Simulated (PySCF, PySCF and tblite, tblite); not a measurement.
# C9H12O3S: conformers and averaged spectra, part 3 of 3

PySCF and tblite. Atoms count from 0. The steps go on from the part before.

## Step 8: Single-point energy, conformer 1: B97-D/6-31G*

Job settings and geometry (Å):

```
{"job": {"xc": "B97-D", "basis": "6-31G*", "kind": "sp"}, "charge": 0, "multiplicity": 1}
C      4.003460     0.761671     0.568221
C      2.608529     0.864864    -0.027847
O      2.309703    -0.325310    -0.736429
S      1.197241    -0.221894    -1.898665
O      1.332150    -1.404536    -2.681578
O      1.306847     1.059257    -2.531175
C     -0.299472    -0.291951    -0.938949
C     -0.930711     0.877185    -0.571410
C     -2.061008     0.811220     0.227381
C     -2.554481    -0.416209     0.655263
C     -3.779284    -0.499106     1.512363
C     -1.897695    -1.582403     0.266331
C     -0.767586    -1.523753    -0.528101
H      4.236239     1.673624     1.111067
H      4.055987    -0.084708     1.247460
H      4.734065     0.617961    -0.222361
H      2.541212     1.704183    -0.728615
H      1.858438     1.001442     0.763476
H     -0.538125     1.817176    -0.925605
H     -2.564131     1.721231     0.519515
H     -3.579429    -1.087413     2.406095
H     -4.116933     0.489468     1.810929
H     -4.584392    -0.989801     0.966983
H     -2.279286    -2.538798     0.591900
H     -0.242275    -2.409254    -0.847115
```

The log of the run:

```text
coarse grid: 22096 points
cycle   1  E = -973.2852084539  dE =  2.536e+00  |g| = 1.389e+00  |ddm| = 5.311e+00
cycle   2  E = -971.8758136996  dE =  1.409e+00  |g| = 2.996e+00  |ddm| = 4.421e+00
cycle   3  E = -973.6068996329  dE = -1.731e+00  |g| = 5.285e-01  |ddm| = 3.600e+00
cycle   4  E = -973.6661447318  dE = -5.925e-02  |g| = 2.273e-01  |ddm| = 8.052e-01
cycle   5  E = -973.6764747193  dE = -1.033e-02  |g| = 9.399e-02  |ddm| = 2.897e-01
cycle   6  E = -973.6787171242  dE = -2.242e-03  |g| = 2.338e-02  |ddm| = 1.221e-01
cycle   7  E = -973.6788412298  dE = -1.241e-04  |g| = 9.822e-03  |ddm| = 3.357e-02
cycle   8  E = -973.6788626490  dE = -2.142e-05  |g| = 3.224e-03  |ddm| = 1.170e-02
cycle   9  E = -973.6788649365  dE = -2.287e-06  |g| = 7.919e-04  |ddm| = 3.938e-03
final grid: 210712 points
cycle  10  E = -973.5413470583  dE = -1.059e-04  |g| = 6.395e-03  |ddm| = 5.541e-02
cycle  11  E = -973.5413290976  dE =  1.796e-05  |g| = 1.147e-02  |ddm| = 1.545e-02
cycle  12  E = -973.5413541386  dE = -2.504e-05  |g| = 2.303e-03  |ddm| = 1.133e-02
cycle  13  E = -973.5413552733  dE = -1.135e-06  |g| = 5.790e-04  |ddm| = 2.741e-03
cycle  14  E = -973.5413553419  dE = -6.869e-08  |g| = 1.693e-04  |ddm| = 6.994e-04
cycle  15  E = -973.5413553484  dE = -6.419e-09  |g| = 4.758e-05  |ddm| = 2.279e-04
cycle  16  E = -973.5413553488  dE = -4.170e-10  |g| = 1.996e-05  |ddm| = 6.616e-05
converged SCF energy = -973.5413553488
```

Run time: 66 s. Hardware: 1 thread of Intel Xeon Platinum 8375C at 2.90GHz, shared host; peak memory 0.62 GiB.

This run: HOMO -6.28 eV, LUMO -1.52 eV; dipole 5.42 D.

## Step 9: Shieldings, conformer 2: B97-2/6-31G*

Job settings and geometry (Å):

```
{"job": {"xc": "B97-2", "basis": "6-31G*", "kind": "nmr", "pop": false}, "charge": 0, "multiplicity": 1}
C      4.115883    -0.460784     1.003839
C      3.474882     0.217260    -0.194590
O      2.060817     0.089670    -0.106172
S      1.276277     0.786628    -1.340568
O      1.618853     0.097814    -2.548018
O      1.510953     2.198184    -1.293339
C     -0.370469     0.390452    -0.819469
C     -0.934284    -0.802950    -1.220761
C     -2.202881    -1.130493    -0.775330
C     -2.902334    -0.271320     0.067781
C     -4.284105    -0.617787     0.528237
C     -2.308982     0.926820     0.456057
C     -1.040722     1.261110     0.014739
H      5.196104    -0.364939     0.939038
H      3.768936     0.002257     1.923443
H      3.849459    -1.513930     1.022715
H      3.802019    -0.242787    -1.134303
H      3.720842     1.285073    -0.226332
H     -0.373963    -1.447176    -1.878822
H     -2.657195    -2.061029    -1.082353
H     -4.416093    -1.695076     0.587367
H     -4.491412    -0.179417     1.501069
H     -5.016307    -0.227782    -0.179092
H     -2.845991     1.599410     1.108596
H     -0.561221     2.184939     0.295263
```

The log of the run:

```text
coarse grid: 22096 points
cycle   1  E = -973.6218422907  dE =  2.862e+00  |g| = 1.213e+00  |ddm| = 5.182e+00
cycle   2  E = -973.0727332814  dE =  5.491e-01  |g| = 2.091e+00  |ddm| = 3.026e+00
cycle   3  E = -973.8896503989  dE = -8.169e-01  |g| = 3.046e-01  |ddm| = 2.193e+00
cycle   4  E = -973.9093640989  dE = -1.971e-02  |g| = 1.048e-01  |ddm| = 4.085e-01
cycle   5  E = -973.9115587575  dE = -2.195e-03  |g| = 3.203e-02  |ddm| = 1.123e-01
cycle   6  E = -973.9118114940  dE = -2.527e-04  |g| = 6.719e-03  |ddm| = 3.919e-02
cycle   7  E = -973.9118223202  dE = -1.083e-05  |g| = 2.327e-03  |ddm| = 9.332e-03
cycle   8  E = -973.9118235021  dE = -1.182e-06  |g| = 8.211e-04  |ddm| = 2.756e-03
final grid: 210712 points
cycle   9  E = -973.7890986555  dE = -5.777e-05  |g| = 8.048e-03  |ddm| = 3.987e-02
cycle  10  E = -973.7890861740  dE =  1.248e-05  |g| = 1.137e-02  |ddm| = 1.830e-02
cycle  11  E = -973.7891127299  dE = -2.656e-05  |g| = 1.215e-03  |ddm| = 1.064e-02
cycle  12  E = -973.7891130683  dE = -3.385e-07  |g| = 2.617e-04  |ddm| = 1.448e-03
cycle  13  E = -973.7891130814  dE = -1.309e-08  |g| = 1.501e-04  |ddm| = 4.320e-04
cycle  14  E = -973.7891130871  dE = -5.680e-09  |g| = 3.247e-05  |ddm| = 1.683e-04
cycle  15  E = -973.7891130873  dE = -1.903e-10  |g| = 1.617e-05  |ddm| = 4.174e-05
converged SCF energy = -973.7891130873

GIAO shielding tensors (ppm)
atom      isotropic    diamagn.    paramagn.     s11        s22        s33       span
  0 C      180.076     248.600     -68.524    167.226    178.797    194.204     26.978
  1 C      141.095     237.016     -95.922    117.086    125.595    180.603     63.517
  2 O      150.482     411.247    -260.765     46.528    114.995    289.923    243.395
  3 S      249.389    1051.947    -802.558    112.681    217.647    417.838    305.157
  4 O      161.440     397.009    -235.569    118.227    163.175    202.919     84.691
  5 O      161.500     397.429    -235.929    118.178    163.162    203.160     84.982
  6 C       66.945     273.258    -206.313      2.443     54.096    144.295    141.853
  7 C       74.935     263.289    -188.354    -13.032     51.514    186.323    199.355
  8 C       74.761     260.463    -185.702    -13.289     63.553    174.020    187.308
  9 C       59.784     252.814    -193.031    -28.679     22.890    185.140    213.819
 10 C      172.283     249.661     -77.378    153.202    168.382    195.265     42.063
 11 C       74.755     260.644    -185.889    -13.294     63.494    174.067    187.361
 12 C       74.963     263.518    -188.555    -12.993     51.542    186.339    199.332
 13 H       31.391      27.934       3.457     27.332     28.569     38.271     10.939
 14 H       31.210      30.737       0.474     26.992     30.137     36.502      9.510
 15 H       31.210      30.669       0.541     26.994     30.132     36.503      9.510
 16 H       28.148      27.910       0.238     22.562     29.281     32.600     10.037
 17 H       28.143      27.977       0.165     22.563     29.279     32.586     10.023
 18 H       24.738      34.264      -9.526     20.174     23.847     30.193     10.019
 19 H       25.167      31.269      -6.103     21.053     25.010     29.436      8.383
 20 H       30.218      28.750       1.468     25.121     30.196     35.336     10.215
 21 H       30.211      28.837       1.374     25.115     30.187     35.332     10.217
 22 H       29.877      26.687       3.190     26.813     27.188     35.630      8.816
 23 H       25.166      31.572      -6.406     21.050     25.007     29.441      8.391
 24 H       24.739      34.596      -9.858     20.177     23.848     30.190     10.013
```

Wall time 63 s (1 thread of Intel Xeon Platinum 8375C at 2.90GHz, shared host); peak memory 1.1 GiB.

Key values: HOMO -7.29 eV, LUMO -0.89 eV; dipole 4.20 D.

## Step 10: Single-point energy, conformer 2: B97-D/6-31G*

Changed since step 9:

```diff
@@ -1,2 +1,2 @@
-{"job": {"xc": "B97-2", "basis": "6-31G*", "kind": "nmr", "pop": false}, "charge": 0, "multiplicity": 1}
+{"job": {"xc": "B97-D", "basis": "6-31G*", "kind": "sp"}, "charge": 0, "multiplicity": 1}
 C      4.115883    -0.460784     1.003839
```

The log of the run:

```text
coarse grid: 22096 points
cycle   1  E = -973.2875452962  dE =  2.517e+00  |g| = 1.390e+00  |ddm| = 5.301e+00
cycle   2  E = -971.9685565266  dE =  1.319e+00  |g| = 2.919e+00  |ddm| = 4.338e+00
cycle   3  E = -973.6011833376  dE = -1.633e+00  |g| = 5.668e-01  |ddm| = 3.504e+00
cycle   4  E = -973.6692225922  dE = -6.804e-02  |g| = 2.239e-01  |ddm| = 8.233e-01
cycle   5  E = -973.6790843634  dE = -9.862e-03  |g| = 8.434e-02  |ddm| = 2.668e-01
cycle   6  E = -973.6808142240  dE = -1.730e-03  |g| = 2.384e-02  |ddm| = 1.105e-01
cycle   7  E = -973.6809486686  dE = -1.344e-04  |g| = 9.486e-03  |ddm| = 3.364e-02
cycle   8  E = -973.6809693599  dE = -2.069e-05  |g| = 3.028e-03  |ddm| = 1.135e-02
cycle   9  E = -973.6809714350  dE = -2.075e-06  |g| = 6.667e-04  |ddm| = 3.468e-03
final grid: 210712 points
cycle  10  E = -973.5425822148  dE = -9.800e-05  |g| = 6.844e-03  |ddm| = 5.508e-02
cycle  11  E = -973.5425641820  dE =  1.803e-05  |g| = 1.188e-02  |ddm| = 1.608e-02
cycle  12  E = -973.5425907928  dE = -2.661e-05  |g| = 1.419e-03  |ddm| = 1.100e-02
cycle  13  E = -973.5425911922  dE = -3.994e-07  |g| = 4.961e-04  |ddm| = 1.727e-03
cycle  14  E = -973.5425912470  dE = -5.473e-08  |g| = 1.453e-04  |ddm| = 6.213e-04
cycle  15  E = -973.5425912515  dE = -4.541e-09  |g| = 5.475e-05  |ddm| = 1.973e-04
cycle  16  E = -973.5425912521  dE = -5.618e-10  |g| = 2.097e-05  |ddm| = 6.931e-05
converged SCF energy = -973.5425912521
```

Run time: 63 s. Hardware: 1 thread of Intel Xeon Platinum 8375C at 2.90GHz, shared host; peak memory 0.61 GiB.

This run: HOMO -6.32 eV, LUMO -1.55 eV; dipole 4.07 D.

## Step 11: Boltzmann average: properties at B97-2/6-31G*

Job settings and geometry (Å):

```
{"job": {"study": "conf", "smiles": "CCOS(=O)(=O)c1ccc(C)cc1", "search": {"seed": 5088, "n_embed": 150, "ff_keep": 22, "window": 3.0, "nmax": 10, "temps": [180, 230, 298.15, 330, 400], "t_ref": 298.15, "order": 0.0005}, "level": {"nmr": {"xc": "B97-2", "basis": "6-31G*"}, "sp": {"xc": "B97-D", "basis": "6-31G*"}, "change": "B97-2/6-31G*; energies B97-D/6-31G*", "top": 4}, "kind": "conf"}, "charge": 0, "multiplicity": 1}
C      4.003460     0.761671     0.568221
C      2.608529     0.864864    -0.027847
O      2.309703    -0.325310    -0.736429
S      1.197241    -0.221894    -1.898665
O      1.332150    -1.404536    -2.681578
O      1.306847     1.059257    -2.531175
C     -0.299472    -0.291951    -0.938949
C     -0.930711     0.877185    -0.571410
C     -2.061008     0.811220     0.227381
C     -2.554481    -0.416209     0.655263
C     -3.779284    -0.499106     1.512363
C     -1.897695    -1.582403     0.266331
C     -0.767586    -1.523753    -0.528101
H      4.236239     1.673624     1.111067
H      4.055987    -0.084708     1.247460
H      4.734065     0.617961    -0.222361
H      2.541212     1.704183    -0.728615
H      1.858438     1.001442     0.763476
H     -0.538125     1.817176    -0.925605
H     -2.564131     1.721231     0.519515
H     -3.579429    -1.087413     2.406095
H     -4.116933     0.489468     1.810929
H     -4.584392    -0.989801     0.966983
H     -2.279286    -2.538798     0.591900
H     -0.242275    -2.409254    -0.847115
```

The log of the run:

```text
conformer  sym    E(xTB)   E(DFT)   G(298.15 K)  weight  dipole/D
    1     C1      0.000    0.000    0.000   0.5697    5.418
    2     Cs      0.703    0.182    0.166   0.4303    4.070

mean shielding (ppm) by class
class atoms           180 K      230 K   298.15 K      330 K      400 K
  0 C  0             179.73     179.73    179.728    179.726    179.724
  1 C  1            138.131    138.129    138.112    138.102    138.078
  2 O  2            152.709    152.711    152.723    152.731    152.749
  3 S  3            255.288    255.293    255.326    255.346    255.393
  4 O  4,5          163.082    163.084    163.093    163.098    163.111
  5 C  6             66.668     66.668     66.666     66.665     66.663
  6 C  7,12          75.683     75.684     75.688      75.69     75.696
  7 C  8,11          74.698     74.698     74.697     74.697     74.696
  8 C  9             60.217     60.217      60.22     60.221     60.225
  9 C  10            172.39     172.39    172.391    172.391    172.392
 10 H  13,14,15      31.269     31.269     31.269     31.269     31.269
 11 H  16,17         28.424     28.424     28.426     28.427     28.429
 12 H  18,24         24.798     24.798     24.799     24.799     24.799
 13 H  19,23         25.169     25.169     25.169     25.169     25.169
 14 H  20,21,22      30.104     30.104     30.104     30.104     30.104
```

Wall time 4.2 min (1 thread of Intel Xeon Platinum 8375C at 2.90GHz, shared host). This counts the runs that the step sums up.

Against the first level, at 298 K (shieldings, ppm; largest changes first):

```
   atoms  PBE0/6-31G*  B97-2/6-31G*  change
      S3          258           255      -3
      C9         58.6          60.2    +1.7
 C7, C12         74.2          75.7    +1.5
 C8, C11         73.2          74.7    +1.5
      C0        181.1         179.7    -1.3
      C6         65.4          66.7    +1.2
      C1        139.2         138.1    -1.1
     C10        173.3         172.4    -0.9
  O4, O5        162.2         163.1    +0.9
H18, H24        24.60         24.80   +0.20
```

Weights: from PBE0/6-31G* energies 1: 57 %, 2: 43 %; from B97-D/6-31G* energies 1: 57 %, 2: 43 % (with a dispersion term where the level has one and the same thermal terms, so they don't follow from the SCF energies alone). Times: 2.6 min and 4.2 min.

## Step 12: What came out

What follows sums up all 3 parts.

| quantity | value |
| --- | --- |
| conformers | 2; the first in weight is no. 1 (C1), 57 % at 298 K |
| root-mean-square dipole | 5.11 D |
| averaged 13C shifts (PBE0/6-31G*) | 137.8, 131.0, 123.2, 122.2, 57.2, 23.1, 15.3 ppm |
| averaged 1H shifts (PBE0/6-31G*) | 7.81, 7.44, 4.11, 2.43, 1.25 ppm |

In words: Conformer 1 leads with 57 % at 298 K, and its share goes from 57 % at 180 K to 58 % at 400 K. Among conformers over 5 %, C1 differs by 5.4 ppm, while the average moves by 0.0 ppm from 180 to 400 K. Against 2 measured 13C shifts the average misses by 5.2 ppm, the leading conformer alone by 4.2 ppm. Against 2 measured 1H shifts the average misses by 0.04 ppm, the leading conformer alone by 0.11 ppm. Vibration and solvent are missing from the shifts, so part of that gap is not the functional's. Going from PBE0/6-31G* to B97-2/6-31G* moves S3 most, by 3 ppm of raw shielding; the energies behind both averages, dispersion terms included where typed, rank the same conformer first.
